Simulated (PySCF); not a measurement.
# C3H9ClGe: the cost of one run

The runs use PySCF 2.14.0; levels as typed in each script, gas phase, geometry from GFN2-xTB.

### Step 1. The system as given

SMILES `C[Ge](C)(C)Cl`, 14 atoms, charge 0, spin multiplicity 1.

Bond lengths: C1–Ge2 1.993 Å, C1–H6 1.085 Å, C1–H7 1.086 Å, C1–H8 1.086 Å, Ge2–C3 1.993 Å, Ge2–C4 1.993 Å, Ge2–Cl5 2.133 Å, C3–H9 1.085 Å, C3–H10 1.086 Å, C3–H11 1.086 Å, C4–H12 1.085 Å, C4–H13 1.086 Å, C4–H14 1.086 Å. Angles: Ge2–C1–H6 110.6°, Ge2–C1–H7 110.5°, Ge2–C1–H8 110.3°, H6–C1–H7 108.5°, H6–C1–H8 108.5°, H7–C1–H8 108.3°, C1–Ge2–C3 112.2°, C1–Ge2–C4 112.3°, C1–Ge2–Cl5 106.6°, C3–Ge2–C4 111.9°, C3–Ge2–Cl5 106.7°, C4–Ge2–Cl5 106.6°, Ge2–C3–H9 110.5°, Ge2–C3–H10 110.5°, Ge2–C3–H11 110.4°, H9–C3–H10 108.5°, H9–C3–H11 108.5°, H10–C3–H11 108.3° and more.

Geometry (Å):

```
C     0.82580    1.87742   -0.36879
Ge    0.26159    0.00147   -0.00115
C     0.84040   -0.61782    1.80226
C     0.83222   -1.25640   -1.43738
Cl   -1.87174   -0.00422    0.00413
H     1.90714    1.96475   -0.33447
H     0.48505    2.19084   -1.35138
H     0.40152    2.55110    0.37011
H     1.92357   -0.65033    1.86386
H     0.47069    0.05322    2.57214
H     0.45346   -1.61277    2.00284
H     1.91396   -1.27059   -1.52473
H     0.41244   -0.95748   -2.39340
H     0.49051   -2.26321   -1.21503
```

### Step 2. Density, bond paths and surface potential (PBE/def2-tzvp)

input.py

```python
import numpy as np
from pyscf import gto, scf, dft
from pyscf.scf import atom_ks, atom_hf
from scipy.linalg import block_diag

def solve(mol, dm0=None, hcore=None):
    mf = (dft.UKS if mol.spin else dft.RKS)(mol, xc='pbe')
    mf.grids.level = 3
    mf = mf.density_fit(auxbasis='def2-universal-jkfit')
    mf.conv_tol, mf.max_cycle = 1e-8, 80
    if hcore is not None:
        mf.get_hcore = lambda *args: hcore
    mf.kernel(dm0)
    if not mf.converged:
        mf = mf.newton().run(mf.mo_coeff, mf.mo_occ, max_cycle=30)
    assert mf.converged, 'SCF not converged'
    return mf

mol = gto.M(atom='''
C      0.82580     1.87742    -0.36879
Ge     0.26159     0.00147    -0.00115
C      0.84040    -0.61782     1.80226
C      0.83222    -1.25640    -1.43738
Cl    -1.87174    -0.00422     0.00413
H      1.90714     1.96475    -0.33447
H      0.48505     2.19084    -1.35138
H      0.40152     2.55110     0.37011
H      1.92357    -0.65033     1.86386
H      0.47069     0.05322     2.57214
H      0.45346    -1.61277     2.00284
H      1.91396    -1.27059    -1.52473
H      0.41244    -0.95748    -2.39340
H      0.49051    -2.26321    -1.21503
''', basis='def2-tzvp', charge=0, spin=0, verbose=4)
mf = solve(mol)
mf.analyze()
# spherically averaged free atoms, for the promolecule
atm = atom_ks.get_atm_nrks(mol, xc='pbe')
pro = block_diag(*[(atm[a[0]][2] * atm[a[0]][3]) @ atm[a[0]][2].T for a in mol._atom])
np.savez('result.npz', e=mf.e_tot, c=mf.mo_coeff, occ=mf.mo_occ, eps=mf.mo_energy, pro=pro, dip=mf.dip_moment(verbose=0), s2=mf.spin_square()[0])
```

Run with:

```bash
$ OMP_NUM_THREADS=1 python input.py
```

Q: Estimate wall time and peak memory on 1 thread of Arm Neoverse V1, shared host.

About 61 s, with a peak of 0.78 GiB.
